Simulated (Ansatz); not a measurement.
C2H8GeS, SMILES [CH3][GeH]([CH3])[SH]: an atomisation energy, run with Ansatz's Python interface.

`tae.py`
```python
# -*- coding: utf-8 -*-
"""Energy to split C2H8GeS into its atoms."""

from collections import Counter

import ansatz as az


def energy(molecule, charge=0, unpaired=0):
    calc = (
        molecule.calculation()
        .basis(gaussian="def2-TZVP")
        .functional("cam_b3lyp")
        .scf(lower_state_search="standard")
    )
    if charge:
        calc = calc.charge(charge)
    if unpaired:
        calc = calc.spin("collinear", total=unpaired)
    report = calc.run(threads=1).report
    if report["published_state_doubts"]:
        print("  doubts:", report["published_state_doubts"])
    return report["free_energy_ev"]

geometry_ang = [
    ("C", (-0.677, 1.0029, -1.2639)),
    ("Ge", (-0.4926, -0.1864, 0.2088)),
    ("C", (1.2756, 0.0092, 0.9114)),
    ("S", (-0.7064, -2.2551, -0.5068)),
    ("H", (-1.7482, 0.9315, -1.7037)),
    ("H", (-0.5774, 2.1038, -0.9213)),
    ("H", (0.0438, 0.82, -2.0632)),
    ("H", (-1.4853, 0.153, 1.3114)),
    ("H", (1.4595, 1.0653, 1.3222)),
    ("H", (1.4473, -0.6945, 1.7954)),
    ("H", (2.0377, -0.2206, 0.1516)),
    ("H", (-0.5, -2.7843, 0.7922)),
]
mol = az.Crystal.molecule()
for symbol, xyz in geometry_ang:
    mol = mol.atom(symbol, xyz)

# Hund ground states
unpaired = {"C": 2, "Ge": 2, "S": 2, "H": 1}
counts = Counter(site.symbol for site in mol.cartesian_sites)
atom_energy = {s: energy(az.Crystal.molecule().atom(s, (0, 0, 0)), 0, unpaired[s]) for s in counts}
whole = energy(mol, 0, 0)
for s, e in atom_energy.items():
    print(f"{s:2s} x{counts[s]}  {e:14.5f} eV")
print(f"C2H8GeS: {whole:.5f} eV")
split = sum(counts[s] * e for s, e in atom_energy.items()) - whole
print(f"atomisation energy (no zero-point term): {split:.3f} eV, {split / sum(counts.values()):.3f} eV an atom")
```

What does it cost to take this molecule apart into atoms?

41.890 eV from the electronic energies, without the zero-point term.

The run itself:

```console
$ python tae.py
C  x2     -1029.59771 eV
Ge x1    -56519.08593 eV
S  x1    -10833.58016 eV
H  x8       -13.57334 eV
C2H8GeS: -69562.33868 eV
atomisation energy (no zero-point term): 41.890 eV, 3.491 eV an atom
```

Notes:
- The settings weren't tested for convergence.
- The geometry is a force-field or estimated start, not a minimum of this method, and the basis set is short of its limit. All parts are taken at fixed geometry, without zero-point energy.
- It ran for 13 s on 1 thread of Arm Neoverse V2 (shared host), peak memory 0.56 GiB.

(A comment or docstring line of the script was reworded after the run, the code is as it ran; lines on the test bed's own set-up are left out of the output.)
